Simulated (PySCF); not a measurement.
# CoNH2: structure of the quintet

Where does quintet CoNH2 go from a trigonal pyramidal start, is the end point a minimum, and what are its modes, charges and moments?

Program: PySCF 2.14.0. Level of theory: PBE0, basis Co def2-TZVP, N def2-TZVP, H def2-TZVP, no relativity, density fitting. These are calculated values, not measurements.

## Step 1: Where the work starts

4 atoms, charge 0, spin multiplicity 5.

Bond lengths: Co1–N2 1.630 Å, Co1–H3 1.430 Å, Co1–H4 1.430 Å. Angles: N2–Co1–H3 99.8°, N2–Co1–H4 99.8°, H3–Co1–H4 99.8°.

Coordinates in bohr (charge 0 multiplicity 5):
```
Co   -0.0553    0.5623    0.0000
N     0.0000   -2.5175    0.0000
H     1.6164    1.0502   -2.0663
H     1.6164    1.0502    2.0664
```

## Step 2: The SCF at the typed geometry

The steps below are one call of a driver around PySCF. For each, scf.py gives the equivalent set-up of the SCF; relaxations use the driver's own optimiser. After this first run the driver tries any further starts and a stability analysis.

scf.py reads:

```python
from pyscf import gto, scf, dft
mol = gto.M(atom='''
Co    -0.029260     0.297530     0.000000
N      0.000000    -1.332190    -0.000010
H      0.855350     0.555730    -1.093440
H      0.855370     0.555760     1.093470''',
    basis={'Co': 'def2-TZVP', 'N': 'def2-TZVP', 'H': 'def2-TZVP'},
    charge=0, spin=4)
mf = dft.UKS(mol, xc='PBE0')
mf.grids.atom_grid = (50, 194)
aux = {'Co': 'def2-universal-JKFIT', 'N': 'def2-universal-JKFIT', 'H': 'def2-universal-JKFIT'}
mf = mf.density_fit(auxbasis=aux)
mf.conv_tol = 1e-08
mf.diis_space = 10
mf.max_cycle = 60
mf.init_guess = 'minao'
mf.verbose = 4
mf.kernel()
```

Command:

```bash
OMP_NUM_THREADS=4 python axn.py task.json out
```

After this run come: Relaxation: trigonal pyramidal start, quintet; Hessian and properties.

Q: Predict the outcome of this session. Wanted: minimum; geometry; wavenumbers; dipole moment; highest occupied, lowest empty level; polar-tensor charge of Co1; zero-point energy; atomisation energy; ⟨S²⟩.

**Answer**, as computed:

| quantity | value |
| --- | --- |
| minimum | quintet, C2v |
| geometry | Co–H 1.746 Å (×2), Co–N 1.693 Å, H–H 0.797 Å; Co–H–H 76.8° (×2), H–Co–H 26.4°, H–Co–N 166.8° (×2) |
| wavenumbers (cm⁻¹) | 286 (b1), 334 (b2), 494 (a1), 799 (a1), 1305 (b2), 3597 (a1) |
| dipole moment | 5.00 D |
| highest occupied, lowest empty level (either spin) | -6.37, -2.15 eV |
| polar-tensor charge of Co1 | +0.21 e |
| zero-point energy | 40.8 kJ/mol |
| entropy at 298.15 K | 260.2 J/(mol K) |
| atomisation energy (no zero-point energy) | 700 kJ/mol |
| ⟨S²⟩ | 6.020 |

From Cs at the start the molecule goes to a C2v minimum. In the infrared the band at 3597 cm⁻¹ (a1) leads. Most of the spin sits on Co1 (Mulliken spin 2.21, against 4 for the whole molecule). Other starts or spin states, not run here, may lie lower. One determinant may miss the lowest occupation of an open d or f shell.
